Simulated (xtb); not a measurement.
# GFN2-xTB run of C4H9NSSi (Si(NCS)Me3)

Wanted: a geometry optimisation of C4H9NSSi (Si(NCS)Me3). 

Program for the calculation: xtb 6.7.1.

7 further runs of the same task are left out: 7 set aside as unsound or not needed.

### Step 1. The molecule

C4H9NSSi has 16 atoms, charge 0, and is taken as a singlet. As SMILES, `C[Si](C)(C)N=C=S`. Geometry: relaxed at GFN2-xTB. This is one conformer, not always the lowest. The run starts from this shape.

Bond lengths: Si1–N2 1.734 Å, N2–C3 1.188 Å, C3–S4 1.554 Å, Si1–C5 1.901 Å, Si1–C9 1.902 Å, Si1–C13 1.902 Å, C5–H6 1.085 Å, C5–H7 1.086 Å, C5–H8 1.086 Å, C9–H10 1.086 Å, C9–H11 1.086 Å, C9–H12 1.086 Å, C13–H14 1.086 Å, C13–H15 1.086 Å, C13–H16 1.086 Å. Some angles: Si1–N2–C3 172.7°, N2–Si1–C5 105.6°, N2–Si1–C9 106.4°, N2–Si1–C13 107.3°, C5–Si1–C9 112.4°, C5–Si1–C13 112.4°, C9–Si1–C13 112.3°, N2–C3–S4 178.5°, Si1–C5–H6 111.3°, Si1–C5–H7 111.4°.

### Step 2. A geometry optimisation at GFN2-xTB

The input, detailed.inp:

```
$chrg 0
$spin 0
$end
```

The input, start.xyz:

```xyz
16
start
Si     0.017580     0.007360    -0.103670
N      0.059460     0.016350     1.629410
C     -0.050020    -0.040660     2.810910
S     -0.157190    -0.096370     4.360180
C      1.835700     0.018300    -0.658060
H      1.917140     0.061540    -1.739500
H      2.356360    -0.874170    -0.324090
H      2.364440     0.876080    -0.253670
C     -0.908410     1.583520    -0.627580
H     -0.983050     1.656380    -1.708250
H     -0.399810     2.474950    -0.272110
H     -1.917250     1.600260    -0.226090
C     -0.892460    -1.574900    -0.638760
H     -1.913090    -1.588470    -0.267810
H     -0.394760    -2.462780    -0.260240
H     -0.934660    -1.657380    -1.720670
```

Command:

```
$ xtb start.xyz -I detailed.inp --opt vtight --gfn 2 | tee run.log
```

What values should one expect? Wanted: total energy at the end; dipole moment; HOMO energy; LUMO energy; HOMO–LUMO gap; dispersion energy; mean polarisability.

**Answer.** As computed:

Level: GFN2-xTB.

| quantity | value |
| --- | --- |
| total energy at the end | -21.05785 Eh |
| dipole moment | 3.76 D |
| HOMO energy | -10.60 eV |
| LUMO energy | -6.58 eV |
| HOMO–LUMO gap | 4.01 eV |
| dispersion energy | -29.41 kJ/mol |
| mean polarisability (D4 model) | 99.9 bohr³ |

**Reading.** At the final geometry: Bond lengths: Si1–N2 1.736 Å, N2–C3 1.189 Å, C3–S4 1.554 Å, Si1–C5 1.900 Å, Si1–C9 1.902 Å, Si1–C13 1.902 Å, C5–H6 1.086 Å, C5–H7 1.086 Å, C5–H8 1.086 Å, C9–H10 1.086 Å, C9–H11 1.086 Å, C9–H12 1.086 Å, C13–H14 1.086 Å, C13–H15 1.086 Å, C13–H16 1.086 Å. Some angles: Si1–N2–C3 162.9°, N2–Si1–C5 104.7°, N2–Si1–C9 107.3°, N2–Si1–C13 107.4°, C5–Si1–C9 112.4°, C5–Si1–C13 112.4°, C9–Si1–C13 112.1°, N2–C3–S4 177.0°, Si1–C5–H6 111.2°, Si1–C5–H7 111.4°. The optimisation took 25 steps and changed the energy by -0.002 eV. Mulliken charges run from -0.23 on N2 to +0.53 on Si1.
